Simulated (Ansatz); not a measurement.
# FH₂MoNOS: small, medium and large basis sets

The task here is to estimate one member of a computed series from the others.

Program: Ansatz 0.2.0, Gaussian basis. Level of theory: one geometry, several basis sets. These are calculated values, not measurements.

Levels to be run: PBE0-D4/def2-SVP; ωB97M-V/def2-SVP; PBE0-D4/def2-QZVPP; ωB97M-V/def2-QZVPP; the functionals' def2-TZVPP values are taken from earlier runs.

1 further run of the same task is left out (for a known fault of the program).

### The geometry

All runs share one geometry, relaxed beforehand with PBE0-D4 in a triple-zeta def2 set. Mo takes the def2 core potential; no spin-orbit term is included.

SMILES `[NH2][Mo](=[O])([F])=[S]`, 7 atoms, charge 0, spin multiplicity 1.

Atoms are counted from 1 here; the program's logs count them from 0.

Bond lengths: N1–Mo2 1.906 Å, N1–H6 1.010 Å, N1–H7 1.010 Å, Mo2–O3 1.667 Å, Mo2–F4 1.849 Å, Mo2–S5 2.109 Å. Angles: Mo2–N1–H6 122.0°, Mo2–N1–H7 124.5°, H6–N1–H7 112.0°, N1–Mo2–O3 107.4°, N1–Mo2–F4 110.3°, N1–Mo2–S5 107.9°, O3–Mo2–F4 110.3°, O3–Mo2–S5 110.7°, F4–Mo2–S5 110.2°.

The first run:

in.yaml

```yaml
crystal:
  periodic: [false, false, false]
  atoms:
    - {symbol: N, position_ang: [-0.690789, 0.750148, 0.579890]}
    - {symbol: Mo, position_ang: [0.412864, -0.540229, -0.285468]}
    - {symbol: O, position_ang: [1.796165, -0.707267, 0.629748]}
    - {symbol: F, position_ang: [-0.471741, -2.158538, -0.412231]}
    - {symbol: S, position_ang: [0.874324, 0.189721, -2.209343]}
    - {symbol: H, position_ang: [-0.568281, 0.994247, 1.552654]}
    - {symbol: H, position_ang: [-1.291343, 1.403919, 0.099150]}
basis:
  gaussian: {orbitals: def2-SVP}
hamiltonian: {xc: pbe0, dispersion: d4}
output: {orbitals: {seedname: orbitals}}
```

Started as:

```
ansatz run in.yaml --threads 4 --pin off --events-out ev --progress --plain --max-ram 10444MiB
```

Among the steps run: PBE0-D4 in def2-SVP; ωB97M-V in def2-SVP; PBE0-D4 in def2-QZVPP; ωB97M-V in def2-QZVPP.

One of the session's tables, all rows but one given; the rest of the session is left out.

It belongs to the step «Functionals by basis». 

```
functional       basis  HOMO (eV)  LUMO (eV)
   PBE0-D4    def2-SVP      -7.83      -2.93
   PBE0-D4  def2-TZVPP          ?          ?
   PBE0-D4  def2-QZVPP      -7.86      -2.98
   ωB97M-V    def2-SVP      -9.91      -0.83
   ωB97M-V  def2-TZVPP      -9.96      -0.91
   ωB97M-V  def2-QZVPP      -9.98      -0.95
```

Estimate the missing values for PBE0-D4, def2-TZVPP.

As computed: HOMO (eV): -7.85; LUMO (eV): -2.96. In the column «HOMO (eV)» it lies between PBE0-D4, def2-QZVPP (-7.86) and PBE0-D4, def2-SVP (-7.83).
